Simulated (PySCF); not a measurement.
# C2H5AlCl2 (AlCl2Et): the cost of one run

The runs use PySCF 2.14.0, with density-fitted response routines of our own; the level of theory stands in each step. All values are computed, except where a source is named. Atoms are numbered from 0 throughout.

### Step 1. The molecule as given

10 atoms, charge 0, multiplicity 1; geometry from: GFN2-xTB. The atoms were then displaced at random by about 0.03 Å, so the start is not that level's minimum.

Bonds of the start (Å): Al0–Cl1 1.96, Al0–Cl2 2.16, Al0–C3 1.92, C3–C4 1.59, C3–H5 1.20, C3–H6 1.08, C4–H7 1.03, C4–H8 1.06, C4–H9 1.06.

### Step 2. Relaxing the molecule at PBE0-D3(BJ)/def2-SVP

Job settings and geometry (Å):

```
{"job": {"xc": "PBE0", "basis": "def2-SVP", "d3": "d3bj", "grid": 1, "maxiter": 40, "shake": 0.03, "kind": "geom"}, "charge": 0, "multiplicity": 1}
Al     0.800000     1.301980     0.595790
Cl     2.757410     1.386310     0.602980
Cl    -0.309590     3.152000     0.519960
C     -0.167600    -0.354190     0.546010
C     -0.470980    -0.968040    -0.885190
H     -1.267640    -0.216770     1.006620
H      0.286360    -1.114630     1.164900
H     -0.958570    -1.875840    -0.818060
H     -1.033680    -0.247790    -1.425480
H      0.488940    -1.139780    -1.303120
```

Run with:

```console
OMP_NUM_THREADS=1 python probes_run.py task.json out
```

This one command runs all jobs of the session in turn.

Q: Estimate the wall time and peak memory of this first job on 1 thread of Arm Neoverse V2, shared host.

About 32 s, with a peak of 0.41 GiB.
